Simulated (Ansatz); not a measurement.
BePd, space group Pm-3m: an equation of state with a fit, run with Ansatz 0.2.0 through its Python package.

`run_eos.py`
```python
"""Energy against volume for BePd, with a fit."""

import warnings

import ansatz as az
import numpy as np
from pymatgen.analysis.eos import EOS

VECTORS = np.array([
    [2.813, 0.0, 0.0],
    [0.0, 2.813, 0.0],
    [0.0, 0.0, 2.813],
])
SITES = [
    ("Be", [0.0, 0.0, 0.0]),
    ("Pd", [0.5, 0.5, 0.5]),
]


def make_crystal(cell):
    crystal = az.Crystal(lattice=az.Lattice.of(cell))
    for symbol, position in SITES:
        crystal = crystal.atom(symbol, position)
    return crystal


def main() -> None:
    warnings.simplefilter("ignore", az.DeckWarning)

    # scale the volume, keep shape and fractions
    volumes, energies, pressures = [], [], []
    for scale in np.linspace(0.88, 1.12, 7):
        cell = VECTORS * scale ** (1 / 3)
        setup = (
            make_crystal(cell).calculation()
            .functional("lda")
            .pseudopotentials("nc")
            .occupations(az.OccupationsMethod.FERMI_DIRAC, width=0.2)
            .kpoints(8, 8, 8)
            .stress()
        )
        report = setup.run(threads=1, pin="off").report
        volumes.append(abs(np.linalg.det(cell)) / len(SITES))
        energies.append(report["free_energy_ev"] / len(SITES))
        pressures.append(np.trace(report["stress_gpa"]) / 3)
        print(f"V = {volumes[-1]:8.4f} A^3/atom  F = {energies[-1]:.5f} eV/atom  P = {pressures[-1]:8.3f} GPa")

    for form in ["pourier_tarantola", "murnaghan"]:
        fit = EOS(eos_name=form).fit(volumes, energies)
        print(f"{form:18s} V0 {fit.v0:8.4f} A^3/atom  B0 {fit.b0_GPa:7.1f} GPa  B1 {fit.b1:5.2f}")


if __name__ == "__main__":
    main()
```

From its runs, with one value withheld:

| V (Å³/atom) | F less the lowest row shown (meV/atom) |
| --- | --- |
| 9.794 | 54.49 |
| 10.239 | 12.15 |
| 10.684 | 0.00 |
| 11.130 | 11.75 |
| 11.575 | 42.43 |
| 12.020 | 88.07 |
| 12.465 | ? |

What is the missing energy at 12.465 Å³ an atom?

A third-order Birch-Murnaghan fit, E = E0 + (9 V0 B0 / 16) [(t - 1)³ B' + (t - 1)² (6 - 4t)] with t = (V0/V)^(2/3), through the 6 rows shown gives V0 = 10.671 Å³, B0 = 206.6 GPa, B' = 4.60 and E0 = -0.01 meV. At V = 12.465 Å³, t = 0.90156, and the fit extrapolates to 145.55 meV. The run gave 145.48 meV, a miss of 0.07 meV.

What to keep in mind:
- The settings weren't tested for convergence.
- The mesh is modest for a metal, so energies can be off by several to tens of meV an atom and pressures by half a GPa or more; differences at equal mesh fare better.
- Pressure is positive in compression.
- At these settings the cell as given stands under about -8 GPa, so it isn't at this functional's equilibrium volume.
- The starting cell is as deposited in a crystallographic database; the results hold for this polymorph, which needn't be the stable one.
